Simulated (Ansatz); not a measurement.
# C3H12BN: the cost of one run

Computed with Ansatz 0.2.0, Gaussian basis. Level: functionals in def2-TZVPP, the program's frozen cores in correlated methods.

Levels to be run: LDA (SPW92), PBE-D4, revPBE-D4, BLYP-D4, r2SCAN-D4, B97M-V, PBE0-D4, B3LYP-D4, r2SCANh-D4, r2SCAN0-D4, HSE06-D4, BHLYP-D4, CAM-B3LYP-D4, LC-ωPBE, ωB97X-V, ωB97M-V, B2PLYP, PBE-QIDH; CCSD(T)/def2-SVP; CCSD(T)/def2-TZVPP; MP2/def2-QZVPP; extrapolation to the limit; RPA on PBE.

### Step 1. Structure used throughout

All runs share one geometry, relaxed beforehand with PBE0-D4 in a triple-zeta def2 set.

SMILES `C[B-](C)(C)[NH3+]`, 17 atoms, charge 0, spin multiplicity 1.

Atoms are counted from 1 here; the program's logs count them from 0.

Bond lengths: C1–B2 1.616 Å, C1–H6 1.099 Å, C1–H7 1.095 Å, C1–H8 1.099 Å, B2–C3 1.616 Å, B2–C4 1.616 Å, B2–N5 1.672 Å, C3–H9 1.099 Å, C3–H10 1.099 Å, C3–H11 1.095 Å, C4–H12 1.099 Å, C4–H13 1.095 Å, C4–H14 1.099 Å, N5–H15 1.016 Å, N5–H16 1.016 Å, N5–H17 1.016 Å. Angles: B2–C1–H6 113.5°, B2–C1–H7 110.0°, B2–C1–H8 113.5°, H6–C1–H7 106.0°, H6–C1–H8 107.2°, H7–C1–H8 106.0°, C1–B2–C3 113.9°, C1–B2–C4 113.9°, C1–B2–N5 104.6°, C3–B2–C4 113.9°, C3–B2–N5 104.6°, C4–B2–N5 104.6°, B2–C3–H9 113.5°, B2–C3–H10 113.5°, B2–C3–H11 110.0°, H9–C3–H10 107.2°, H9–C3–H11 106.0°, H10–C3–H11 106.0° and more.

### Step 2. LDA

This LDA is Slater exchange with PW92 correlation.

The input, in.yaml:

```yaml
crystal:
  periodic: [false, false, false]
  atoms:
    - {symbol: C, position_ang: [-0.656532, 0.249543, -1.485578]}
    - {symbol: B, position_ang: [0.064301, -0.037220, -0.067941]}
    - {symbol: C, position_ang: [1.424934, 0.805249, 0.156666]}
    - {symbol: C, position_ang: [0.199303, -1.606860, 0.291955]}
    - {symbol: N, position_ang: [-0.997911, 0.566561, 1.074086]}
    - {symbol: H, position_ang: [-0.824765, 1.316898, -1.683751]}
    - {symbol: H, position_ang: [-0.028782, -0.114651, -2.305412]}
    - {symbol: H, position_ang: [-1.624210, -0.258617, -1.595951]}
    - {symbol: H, position_ang: [1.862281, 0.673225, 1.155716]}
    - {symbol: H, position_ang: [1.303709, 1.884962, -0.005641]}
    - {symbol: H, position_ang: [2.190451, 0.476982, -0.554010]}
    - {symbol: H, position_ang: [0.610422, -1.793068, 1.293505]}
    - {symbol: H, position_ang: [0.882645, -2.094905, -0.410679]}
    - {symbol: H, position_ang: [-0.749813, -2.155644, 0.222360]}
    - {symbol: H, position_ang: [-1.149537, 1.560546, 0.931159]}
    - {symbol: H, position_ang: [-1.895242, 0.094946, 1.012412]}
    - {symbol: H, position_ang: [-0.630254, 0.431451, 2.011103]}
basis:
  gaussian: {orbitals: def2-TZVPP}
hamiltonian: {xc: lda}
output: {orbitals: {seedname: orbitals}}
```

Command:

```sh
> ansatz run in.yaml --threads 4 --pin off --events-out ev --progress --plain --max-ram 11315MiB
```

Q: Estimate wall time and peak memory on 4 threads of AMD EPYC 7R43, shared host.

About 3.4 s, with a peak of 0.46 GiB.
